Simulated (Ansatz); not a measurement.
# BSiH3ClO (SMILES [SiH3]O[B]Cl) at UBHLYP/cc-pVDZ

Aim: the energy change on altering one bond length of BSiH3ClO at UBHLYP/cc-pVDZ, from 2 runs. 

Program for the calculation: Ansatz 0.2.0.

128 further runs of the same task are left out: 128 set aside as unsound or not needed.

**1. The system as given**

BSiH3ClO has 7 atoms, charge 0, and is taken as a doublet. As SMILES, `[SiH3]O[B]Cl`. Geometry: relaxed at PBE0-D4/def2-TZVP. This is one conformer, not always the lowest.

Bond lengths: Si1–O2 1.667 Å, O2–B3 1.324 Å, B3–Cl4 1.747 Å, Si1–H5 1.480 Å, Si1–H6 1.482 Å, Si1–H7 1.480 Å. Angles: Si1–O2–B3 133.9°, O2–B3–Cl4 123.5°, O2–Si1–H5 107.1°, O2–Si1–H6 109.9°, O2–Si1–H7 107.2°, H5–Si1–H6 110.9°, H5–Si1–H7 110.6°, H6–Si1–H7 110.9°.

**2. A single-point energy at UBHLYP/cc-pVDZ**

run.yaml reads:

```yaml
crystal:
  periodic: [false, false, false]
  atoms:
    - {symbol: Si, position_ang: [-0.573000, 0.775400, 0.374800]}
    - {symbol: O, position_ang: [0.044900, -0.648400, -0.233600]}
    - {symbol: B, position_ang: [1.256200, -1.042100, -0.596600]}
    - {symbol: Cl, position_ang: [1.605000, -2.636800, -1.219100]}
    - {symbol: H, position_ang: [-1.201300, 0.456800, 1.676100]}
    - {symbol: H, position_ang: [0.515600, 1.766600, 0.541200]}
    - {symbol: H, position_ang: [-1.586300, 1.260400, -0.588400]}
basis:
  gaussian:
    orbitals: cc-pVDZ
accuracy: high
output:
  orbitals: {seedname: orbitals}
magnetization:
  spin_polarized: true
  initial_magnetization: 1
hamiltonian:
  xc: {name: BHLYP}
```

Launch:

```
$ ansatz run run.yaml --threads 1 --pin off --max-ram 3480MiB --events-out events.jsonl --progress --plain --runs-dir runs
```

The log of the run:

```text
Warning: RAYON_NUM_THREADS=1 ignored (pool sized by the plan → 1); use --threads N
Functional definition: BHLYP
  name "BHLYP"
  parameter a = 0.5
  exchange = (1 - a)*b88_x + a*exact_x
  correlation = lyp_c
1786 factors; integrals over basis functions are off by at most 6.3e-9 eV
mean field evaluation 1: about -23169.7163 eV, gradient 2.7e1 eV
mean field evaluation 2: about -23168.1169 eV, gradient 3.5e1 eV
mean field evaluation 4: about -23172.4167 eV, gradient 7.7e-1 eV
mean field evaluation 8: about -23172.4788 eV, gradient 1.3e-1 eV
mean field evaluation 16: about -23172.4791 eV, gradient 3.2e-4 eV
mean field -23172.47908792 eV, -851.5728996107 hartree, gradient 6.6e-8 eV, S^2 0.752509; 0 other end points of the search recorded, 0 dependent functions left out
reference -23172.47911581 eV, -851.5729006355 hartree; 24, 23 occupied and 55, 56 virtual orbitals, 1786 factors
Total energy: -23172.47911581 eV, -851.5729006355 hartree
```

It took 11 s on 1 thread of Arm Neoverse V2, shared host; peak memory 0.37 GiB.

**3. The distorted shape, same level**

input.yaml reads:

```yaml
crystal:
  periodic: [false, false, false]
  atoms:
    - {symbol: Si, position_ang: [-0.677643, 1.253824, 0.561556]}
    - {symbol: O, position_ang: [-0.059743, -0.169976, -0.046844]}
    - {symbol: B, position_ang: [1.151557, -0.563676, -0.409844]}
    - {symbol: Cl, position_ang: [1.605000, -2.636800, -1.219100]}
    - {symbol: H, position_ang: [-1.305943, 0.935224, 1.862856]}
    - {symbol: H, position_ang: [0.410957, 2.245024, 0.727956]}
    - {symbol: H, position_ang: [-1.690943, 1.738824, -0.401644]}
basis:
  gaussian:
    orbitals: cc-pVDZ
output: {orbitals: {seedname: orbitals}}
hamiltonian:
  xc: {name: BHLYP}
magnetization:
  spin_polarized: true
  initial_magnetization: 1
accuracy: high
```

Launch:

```
$ ansatz run input.yaml --threads 1 --pin off --max-ram 3480MiB --events-out events.jsonl --progress --plain --runs-dir runs
```

The log of the run:

```text
Warning: RAYON_NUM_THREADS=1 ignored (pool sized by the plan → 1); use --threads N
Functional definition: BHLYP
  name "BHLYP"
  parameter a = 0.5
  exchange = (1 - a)*b88_x + a*exact_x
  correlation = lyp_c
1787 factors; integrals over basis functions are off by at most 4.0e-9 eV
mean field evaluation 1: about -23168.1825 eV, gradient 2.7e1 eV
mean field evaluation 2: about -23166.3517 eV, gradient 3.6e1 eV
mean field evaluation 4: about -23171.2160 eV, gradient 1.3e0 eV
mean field evaluation 8: about -23171.2821 eV, gradient 4.6e-2 eV
mean field evaluation 16: about -23171.2821 eV, gradient 3.2e-4 eV
mean field -23171.28214803 eV, -851.5289128811 hartree, gradient 5.7e-8 eV, S^2 0.764219; 0 other end points of the search recorded, 0 dependent functions left out
reference -23171.28217721 eV, -851.5289139535 hartree; 24, 23 occupied and 55, 56 virtual orbitals, 1787 factors
Total energy: -23171.28217721 eV, -851.5289139535 hartree
```

Wall time 12 s (1 thread of Arm Neoverse V2, shared host); peak memory 0.36 GiB.

**4. Results**

At UBHLYP/cc-pVDZ:

| quantity | value |
| --- | --- |
| first shape: total energy | -851.57290 Eh |
| first shape: HOMO energy (highest over α and β) | -7.03 eV |
| first shape: LUMO energy (lowest over α and β) | -0.55 eV |
| first shape: ⟨S²⟩ | 0.753 |
| distorted shape: total energy | -851.52891 Eh |
| distorted shape: HOMO energy (highest over α and β) | -8.26 eV |
| distorted shape: LUMO energy (lowest over α and β) | -2.20 eV |
| distorted shape: ⟨S²⟩ | 0.764 |
| energy change with the B3–Cl4 bond stretched from 1.747 to 2.271 Å | 1.197 eV |

In words: With the B3–Cl4 bond stretched from 1.747 to 2.271 Å the energy rises by 1.20 eV (115 kJ/mol). The first shape isn't relaxed at this level, so the change isn't measured from a minimum.
